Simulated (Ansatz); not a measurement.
# C4H12FGaN2: up Jacob's ladder to CCSD(T)

How much do the methods differ for C4H12FGaN2? The plan is to run it at one geometry with functionals of several rungs and with coupled cluster, and see how far each lands from CCSD(T) at the basis-set limit for the atomisation energy.

Computed with Ansatz 0.2.0, Gaussian basis. Level: functionals in def2-TZVPP, the program's frozen cores in correlated methods.

The runs, in order: LDA (SPW92), PBE-D4, revPBE-D4, BLYP-D4, r2SCAN-D4, B97M-V, PBE0-D4, B3LYP-D4, r2SCANh-D4, r2SCAN0-D4, HSE06-D4, BHLYP-D4, CAM-B3LYP-D4, LC-ωPBE, ωB97X-V, ωB97M-V, B2PLYP, PBE-QIDH; CCSD(T)/def2-SVP; CCSD(T)/def2-TZVPP; MP2/def2-QZVPP; extrapolation to the limit; RPA on PBE.

### 1 Structure used throughout

An earlier PBE0-D4 in a triple-zeta def2 set relaxation fixed the geometry.

SMILES `C[N](C)[Ga]([F])[N](C)C`, 20 atoms, charge 0, spin multiplicity 1.

Atoms are counted from 1 here; the program's logs count them from 0.

Bond lengths: C1–N2 1.438 Å, C1–H9 1.091 Å, C1–H10 1.100 Å, C1–H11 1.100 Å, N2–C3 1.443 Å, N2–Ga4 1.805 Å, C3–H12 1.100 Å, C3–H13 1.091 Å, C3–H14 1.100 Å, Ga4–F5 1.765 Å, Ga4–N6 1.805 Å, N6–C7 1.438 Å, N6–C8 1.443 Å, C7–H15 1.100 Å, C7–H16 1.100 Å, C7–H17 1.091 Å, C8–H18 1.100 Å, C8–H19 1.091 Å and more. Angles: N2–C1–H9 111.5°, N2–C1–H10 111.6°, N2–C1–H11 111.5°, H9–C1–H10 107.5°, H9–C1–H11 107.4°, H10–C1–H11 107.1°, C1–N2–C3 113.4°, C1–N2–Ga4 126.1°, C3–N2–Ga4 120.5°, N2–C3–H12 111.3°, N2–C3–H13 110.7°, N2–C3–H14 111.4°, H12–C3–H13 108.0°, H12–C3–H14 107.3°, H13–C3–H14 108.0°, N2–Ga4–F5 113.3°, N2–Ga4–N6 133.5°, F5–Ga4–N6 113.3° and more.

As a file:

```mol
C4H12FGaN2
  3D, bonds by distance, orders not assigned

 20 19  0  0  0  0  0  0  0  0999 V2000
    0.6049   -1.8861    1.2903 C   0  0
    0.6156   -1.5378   -0.1048 N   0  0
    1.1306   -2.5850   -0.9530 C   0  0
    0.0672    0.0291   -0.8143 Ga  0  0
    0.2263    0.0928   -2.5710 F   0  0
   -0.6090    1.5450   -0.1040 N   0  0
   -0.8458    1.7946    1.2922 C   0  0
   -0.9673    2.6547   -0.9534 C   0  0
    0.2059   -1.0758    1.9024 H   0  0
    1.6169   -2.1105    1.6586 H   0  0
   -0.0133   -2.7762    1.4783 H   0  0
    0.5318   -3.5030   -0.8630 H   0  0
    1.1179   -2.2757   -1.9990 H   0  0
    2.1663   -2.8425   -0.6874 H   0  0
   -1.9071    2.0059    1.4898 H   0  0
   -0.2706    2.6612    1.6501 H   0  0
   -0.5628    0.9381    1.9059 H   0  0
   -0.3954    3.5576   -0.6946 H   0  0
   -0.7697    2.4191   -2.0001 H   0  0
   -2.0340    2.9041   -0.8570 H   0  0
  1  2  8  0
  2  3  8  0
  2  4  8  0
  4  5  8  0
  4  6  8  0
  6  7  8  0
  6  8  8  0
  1  9  8  0
  1 10  8  0
  1 11  8  0
  3 12  8  0
  3 13  8  0
  3 14  8  0
  7 15  8  0
  7 16  8  0
  7 17  8  0
  8 18  8  0
  8 19  8  0
  8 20  8  0
M  END
```

### 2 LDA

This LDA is Slater exchange with PW92 correlation.

in.yaml

```yaml
crystal:
  periodic: [false, false, false]
  atoms:
    - {symbol: C, position_ang: [0.604886, -1.886070, 1.290330]}
    - {symbol: N, position_ang: [0.615638, -1.537788, -0.104801]}
    - {symbol: C, position_ang: [1.130605, -2.584992, -0.952974]}
    - {symbol: Ga, position_ang: [0.067212, 0.029144, -0.814302]}
    - {symbol: F, position_ang: [0.226260, 0.092826, -2.570976]}
    - {symbol: N, position_ang: [-0.608971, 1.544965, -0.104027]}
    - {symbol: C, position_ang: [-0.845844, 1.794581, 1.292159]}
    - {symbol: C, position_ang: [-0.967344, 2.654654, -0.953422]}
    - {symbol: H, position_ang: [0.205877, -1.075814, 1.902397]}
    - {symbol: H, position_ang: [1.616853, -2.110506, 1.658582]}
    - {symbol: H, position_ang: [-0.013327, -2.776239, 1.478348]}
    - {symbol: H, position_ang: [0.531842, -3.502976, -0.862981]}
    - {symbol: H, position_ang: [1.117880, -2.275710, -1.999009]}
    - {symbol: H, position_ang: [2.166259, -2.842494, -0.687424]}
    - {symbol: H, position_ang: [-1.907105, 2.005877, 1.489839]}
    - {symbol: H, position_ang: [-0.270633, 2.661192, 1.650111]}
    - {symbol: H, position_ang: [-0.562763, 0.938119, 1.905901]}
    - {symbol: H, position_ang: [-0.395441, 3.557601, -0.694622]}
    - {symbol: H, position_ang: [-0.769653, 2.419124, -2.000057]}
    - {symbol: H, position_ang: [-2.034029, 2.904105, -0.856973]}
basis:
  gaussian: {orbitals: def2-TZVPP}
hamiltonian: {xc: lda}
output: {orbitals: {seedname: orbitals}}
```

Command:

```bash
ansatz run in.yaml --threads 4 --pin off --events-out ev --progress --plain --max-ram 66560MiB --backend cuda --devices 0, --max-vram 37GiB
```

The runs that follow: PBE-D4 (GGA); revPBE-D4 (GGA); BLYP-D4 (GGA); r2SCAN-D4 (meta-GGA); B97M-V (meta-GGA); PBE0-D4 (hybrid); B3LYP-D4 (hybrid); r2SCANh-D4 (hybrid); r2SCAN0-D4 (hybrid); HSE06-D4 (hybrid); BHLYP-D4 (hybrid); CAM-B3LYP-D4 (range-separated); LC-ωPBE (range-separated); ωB97X-V (range-separated); ωB97M-V (range-separated); B2PLYP (double hybrid); PBE-QIDH (double hybrid); CCSD(T) in def2-SVP; CCSD(T) in def2-TZVPP; MP2 in def2-QZVPP; RPA on PBE orbitals.

Q: Predict the results of all the runs planned. Wanted: atomisation energy, CCSD(T)/CBS; farthest beyond LDA; mean size of error, GGA; mean size of error, meta-GGA; mean size of error, hybrid; mean size of error, range-separated; mean size of error, double hybrid; gap, smallest and largest; T1 diagnostic.

**Answer**, as computed:

```
                               quantity                                                                                                                              value
        atomisation energy, CCSD(T)/CBS                                                                                                                      7458.1 kJ/mol
 functionals within 74.6 kJ/mol (1.0 %)  revPBE-D4, BLYP-D4, r2SCAN-D4, B97M-V, PBE0-D4, B3LYP-D4, r2SCANh-D4, HSE06-D4, CAM-B3LYP-D4, LC-ωPBE, ωB97X-V, ωB97M-V, PBE-QIDH
                    farthest beyond LDA                                                                                                           BHLYP-D4 (-215.4 kJ/mol)
                mean size of error, GGA                                                                                                                        66.2 kJ/mol
           mean size of error, meta-GGA                                                                                                                        17.5 kJ/mol
             mean size of error, hybrid                                                                                                                        70.3 kJ/mol
    mean size of error, range-separated                                                                                                                        16.8 kJ/mol
      mean size of error, double hybrid                                                                                                                        62.7 kJ/mol
              gap, smallest and largest                                                                                          3.61 eV (LDA (SPW92)), 11.03 eV (LC-ωPBE)
                          T1 diagnostic                                                                                                                             0.0125
triples share of the correlation energy                                                                                                                              3.8 %
```

In words: LDA overbinds by 1091.9 kJ/mol (15 %). PBE-D4 misses by +145.3 kJ/mol. Double hybrids carry the basis error of their MP2 part in triple zeta, and no dispersion term here, so their miss is partly the set-up's. The rungs range-separated, meta-GGA, double hybrid, GGA, hybrid miss on average by less than the doubt on the reference (74.6 kJ/mol), so they tie. Misses under about 74.6 kJ/mol are within the doubt on the reference itself, which lacks core-valence correlation, relativity and higher excitations, and its outer-core shells are covered unevenly. Hartree-Fock recovers 72 % of the binding; the rest is correlation. CCSD(T) in def2-SVP is off by -355.7 kJ/mol, which most functionals beat. The gap grows from 3.6 to 11.0 eV across the functionals, mostly with the share of exact exchange. Correlated methods include outer-core shells of Ga, which these sets cover unevenly.
